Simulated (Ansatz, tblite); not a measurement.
**B(THF)H3 (C4H11BO): one state, many levels**

An exercise on one series of results from a longer session: the logs are not shown, and one member is left open.

Program: Ansatz 0.2.0, Gaussian basis. Level of theory: as each input shows. These are calculated values, not measurements.

Levels to be run: GFN1-xTB, GFN2-xTB, PBE-D4/def2-TZVP, r2SCAN-D4/def2-TZVP, LC-ωPBE/def2-TZVP, BLYP-D4/def2-TZVP, r2SCAN0-D4/def2-TZVP, PBE-D4/def2-SVP, PBE0-D4/def2-SVP, HF/6-31G, B3LYP-D4/6-31G, PBE0-D4/def2-TZVPD, PBE-D4/def2-TZVPD, LC-ωPBE/def2-TZVPD, CCSD(T)/def2-SVP, MP2/def2-TZVP, RPA/def2-TZVP.

2 further runs of the same task are left out: 2 set aside as unsound or not needed.

### The structure

The geometry is that of the singlet, from an earlier relaxation (PBE-D4/def2-SVP).

17 atoms, charge 0, spin multiplicity 1.

Bond lengths: B1–O2 1.627 Å, B1–H15 1.228 Å, B1–H16 1.228 Å, B1–H17 1.237 Å, O2–C3 1.455 Å, O2–C6 1.465 Å, C3–C4 1.520 Å, C3–H7 1.106 Å, C3–H8 1.112 Å, C4–C5 1.538 Å, C4–H9 1.107 Å, C4–H10 1.110 Å, C5–C6 1.531 Å, C5–H11 1.109 Å, C5–H12 1.107 Å, C6–H13 1.107 Å, C6–H14 1.109 Å. Angles: O2–B1–H15 103.7°, O2–B1–H16 103.8°, O2–B1–H17 104.6°, H15–B1–H16 114.4°, H15–B1–H17 114.3°, H16–B1–H17 114.3°, B1–O2–C3 117.3°, B1–O2–C6 117.1°, C3–O2–C6 110.3°, O2–C3–C4 103.3°, O2–C3–H7 106.8°, O2–C3–H8 108.4°, C4–C3–H7 115.8°, C4–C3–H8 112.7°, H7–C3–H8 109.2°, C3–C4–C5 101.7°, C3–C4–H9 112.4°, C3–C4–H10 110.5° and more.

PBE0-D4/def2-TZVP was run before; its log isn't repeated, and its numbers join the tables.

Set-up of the first run:

Tight binding, by tblite at 300 K electronic temperature and without a spin-polarisation term:

```python
tblite.interface.Calculator('GFN1-xTB', numbers, positions, charge=0, uhf=0).singlepoint()
```

Tight binding, by tblite at 300 K electronic temperature and without a spin-polarisation term:

```python
tblite.interface.Calculator('GFN2-xTB', numbers, positions, charge=0, uhf=0).singlepoint()
```

start.molden holds the orbitals of an earlier run on this state, given as this run's starting guess.

Contents of in.yaml:

```yaml
crystal:
  periodic: [false, false, false]
  atoms:
    - {symbol: B, position_ang: [0.384705, 0.710509, -2.086535]}
    - {symbol: O, position_ang: [0.299651, 0.553813, -0.469422]}
    - {symbol: C, position_ang: [1.073830, -0.518310, 0.137876]}
    - {symbol: C, position_ang: [0.469659, -0.643837, 1.527303]}
    - {symbol: C, position_ang: [-1.026661, -0.439697, 1.235677]}
    - {symbol: C, position_ang: [-1.030595, 0.629592, 0.140470]}
    - {symbol: H, position_ang: [2.134455, -0.208260, 0.100998]}
    - {symbol: H, position_ang: [0.939928, -1.437497, -0.473809]}
    - {symbol: H, position_ang: [0.692447, -1.621309, 1.996867]}
    - {symbol: H, position_ang: [0.858190, 0.154475, 2.193189]}
    - {symbol: H, position_ang: [-1.469953, -1.382073, 0.853367]}
    - {symbol: H, position_ang: [-1.607739, -0.130767, 2.126056]}
    - {symbol: H, position_ang: [-1.776835, 0.455210, -0.658644]}
    - {symbol: H, position_ang: [-1.142312, 1.662847, 0.526507]}
    - {symbol: H, position_ang: [1.591726, 0.724597, -2.314405]}
    - {symbol: H, position_ang: [-0.186549, 1.774791, -2.308590]}
    - {symbol: H, position_ang: [-0.203938, -0.284094, -2.526898]}
basis:
  gaussian: {orbitals: def2-TZVP, initial_orbitals: start.molden}
hamiltonian: {xc: pbe, dispersion: d4}
scf: {omitted_lower_state_checks: [starts]}
output: {orbitals: {seedname: orbitals}}
```

Run with:

```sh
$ ansatz run in.yaml --threads 2 --pin off --events-out ev --progress --plain --max-ram 32768MiB --backend cpu
```

Among the steps run: PBE-D4/def2-TZVP; r2SCAN-D4/def2-TZVP; LC-ωPBE/def2-TZVP; BLYP-D4/def2-TZVP; r2SCAN0-D4/def2-TZVP; PBE-D4/def2-SVP; PBE0-D4/def2-SVP; HF/6-31G; B3LYP-D4/6-31G; PBE0-D4/def2-TZVPD; PBE-D4/def2-TZVPD; LC-ωPBE/def2-TZVPD; CCSD(T)/def2-SVP; MP2/def2-TZVP; RPA/def2-TZVP.

One of the session's tables, all rows but one given; the rest of the session is left out.

```
               level  HOMO (eV)  LUMO (eV)  gap (eV)
            HF/6-31G     -10.73       5.29     16.02
     PBE-D4/def2-SVP      -5.94       0.18      6.12
    PBE-D4/def2-TZVP      -6.11      -0.26      5.85
   PBE-D4/def2-TZVPD      -6.13      -0.72      5.41
   BLYP-D4/def2-TZVP      -6.05      -0.25      5.80
 r2SCAN-D4/def2-TZVP      -6.41       0.38      6.79
      B3LYP-D4/6-31G          ?          ?         ?
    PBE0-D4/def2-SVP      -7.37       1.08      8.44
   PBE0-D4/def2-TZVP      -7.49       0.57      8.06
  PBE0-D4/def2-TZVPD      -7.50      -0.07      7.43
r2SCAN0-D4/def2-TZVP      -7.69       1.02      8.71
   LC-ωPBE/def2-TZVP     -10.32       2.63     12.95
  LC-ωPBE/def2-TZVPD     -10.33       1.41     11.75
```

Estimate the missing values for B3LYP-D4/6-31G.

As computed: HOMO (eV): -6.99; LUMO (eV): 1.44; gap (eV): 8.42. In the column «HOMO (eV)» it lies between PBE0-D4/def2-SVP (-7.37) and r2SCAN-D4/def2-TZVP (-6.41).
